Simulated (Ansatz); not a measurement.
# Ga5CuSe8: properties at the relaxed cell

This session takes Ga5CuSe8 and sets out to see how the gap depends on the level of theory.

Program: Ansatz 0.2.0. Level of theory: DFT PBEsol, scalar-relativistic, plane waves, PAW, unless a step's input says otherwise. These are calculated values, not measurements.

1 further run of the same task is left out (set aside as unsound or not needed). Runs told in other sessions of the task aren't counted.

## (1) The starting structure

Symmetry: P-42m, No. 111, tetragonal system. Conventional cell: a = 5.427 Å, b = 5.427 Å, c = 11.038 Å, α = 90.00°, β = 90.00°, γ = 90.00°. Ga (site symmetry 2) has 4 Se at 2.39 to 2.48 Å in its first shell of neighbours. Ga (site symmetry -42m) is surrounded by 4 Se at 2.43 Å. Cu (site symmetry -42m) is surrounded by 4 Se at 2.39 Å. Around Se (site symmetry m) lie 3 Ga at 2.43 to 2.48 Å. Se (site symmetry m) is surrounded by 1 Cu at 2.39 Å and 2 Ga at 2.39 Å.

Structure file:

```xyz
14
Lattice="5.4272 0.0000 0.0000 0.0000 5.4272 0.0000 0.0000 0.0000 11.0383" Properties=species:S:1:pos:R:3 pbc="T T T"
Ga    0.0000    2.7136    2.8239
Ga    2.7136    0.0000    8.2144
Ga    0.0000    2.7136    8.2144
Ga    2.7136    0.0000    2.8239
Ga    0.0000    0.0000    0.0000
Cu    2.7136    2.7136    5.5192
Se    1.4666    1.4666    1.2667
Se    3.9606    3.9606    1.2667
Se    1.4666    3.9606    9.7717
Se    3.9606    1.4666    9.7717
Se    1.2826    1.2826    6.7866
Se    4.1447    4.1447    6.7866
Se    1.2826    4.1447    4.2518
Se    4.1447    1.2826    4.2518
```

It goes back to an entry of the Materials Project, which need not be the stable form.

It is the result of an earlier relaxation at this level (volume 23.22 Å³/atom; gap on the mesh: 0.47 eV).

## (2) Level of theory: r2SCAN

File input.yaml:

```yaml
crystal:
  lattice:
    - [5.4272483183, 0.0, 0.0]
    - [0.0, 5.4272483183, 0.0]
    - [0.0, 0.0, 11.0383289416]
  atoms:
    - { symbol: Ga, position: [0.0, 0.5, 0.2558280697] }
    - { symbol: Ga, position: [0.5, 0.0, 0.7441719303] }
    - { symbol: Ga, position: [0.0, 0.5, 0.7441719303] }
    - { symbol: Ga, position: [0.5, 0.0, 0.2558280697] }
    - { symbol: Ga, position: [0.0, 0.0, 0.0] }
    - { symbol: Cu, position: [0.5, 0.5, 0.5] }
    - { symbol: Se, position: [0.2702376482, 0.2702376482, 0.1147503553] }
    - { symbol: Se, position: [0.7297623518, 0.7297623518, 0.1147503553] }
    - { symbol: Se, position: [0.2702376482, 0.7297623518, 0.8852496447] }
    - { symbol: Se, position: [0.7297623518, 0.2702376482, 0.8852496447] }
    - { symbol: Se, position: [0.2363235295, 0.2363235295, 0.6148170022] }
    - { symbol: Se, position: [0.7636764705, 0.7636764705, 0.6148170022] }
    - { symbol: Se, position: [0.2363235295, 0.7636764705, 0.3851829978] }
    - { symbol: Se, position: [0.7636764705, 0.2363235295, 0.3851829978] }
basis:
  ecutwfc: 500
kpoints:
  mp_grid: { grid: [8, 8, 4] }
  band_path:
    path:
      - [[0.0, 0.0, 0.0], [0.0, 0.5, 0.0], [0.5, 0.5, 0.0], [0.0, 0.0, 0.0], [0.0, 0.0, 0.5], [0.0, 0.5, 0.5], [0.5, 0.5, 0.5], [0.0, 0.0, 0.5]]
      - [[0.0, 0.5, 0.0], [0.0, 0.5, 0.5]]
      - [[0.5, 0.5, 0.0], [0.5, 0.5, 0.5]]
    npoints: 10
hamiltonian:
  xc: r2scan
scf:
  occupations: { method: gaussian, width: 0.02 }
  n_extra_bands: 35
output:
  forces: true
  stress: true
  eigenvalues: true
  populations: true
  dos: { projected: true, de: 0.02, nscf_kmesh: { grid: [12, 12, 6] } }
  bader: false
  write_density: true
  write_potential: true
  elf: true
  volumetric_format: npy
```

Started as:

```
$ ansatz run input.yaml --threads 8 --pin off --max-ram 22528MiB --backend cpu --events-out ev --progress --plain --runs-dir out
```

## (3) The same geometry with PBEsol with spin-orbit coupling

Changes to input.yaml since step 2:

```diff
@@ -21,3 +21,3 @@
 basis:
-  ecutwfc: 500
+  ecutwfc: 420
 kpoints:
@@ -31,6 +31,5 @@
 hamiltonian:
-  xc: r2scan
+  xc: pbesol
 scf:
   occupations: { method: gaussian, width: 0.02 }
-  n_extra_bands: 35
 output:
@@ -40,3 +39,3 @@
   populations: true
-  dos: { projected: true, de: 0.02, nscf_kmesh: { grid: [12, 12, 6] } }
+  dos: { projected: true, de: 0.02 }
   bader: false
@@ -46 +45,4 @@
   volumetric_format: npy
+magnetization:
+  noncollinear: true
+  spin_orbit: true
```

(Steps that only read results are left out.)

Q: Predict the outcome of this session. Wanted: gap (for each run or level that gives them).

The runs gave:

| quantity | value |
| --- | --- |
| gap (r2SCAN) | 0.88 eV, indirect on the path |
| gap (PBEsol with spin-orbit coupling) | 0.47 eV, indirect on the path |

**Reading.** The gap runs from 0.47 eV with PBEsol with spin-orbit coupling to 0.88 eV with r2SCAN. Spin-orbit coupling moves it by -0.00 eV. At this fixed cell r2SCAN gives 0.8 GPa, so it would relax to a larger volume. PBEsol with spin-orbit coupling cost 4.3 times the CPU time of PBEsol on a shared host.
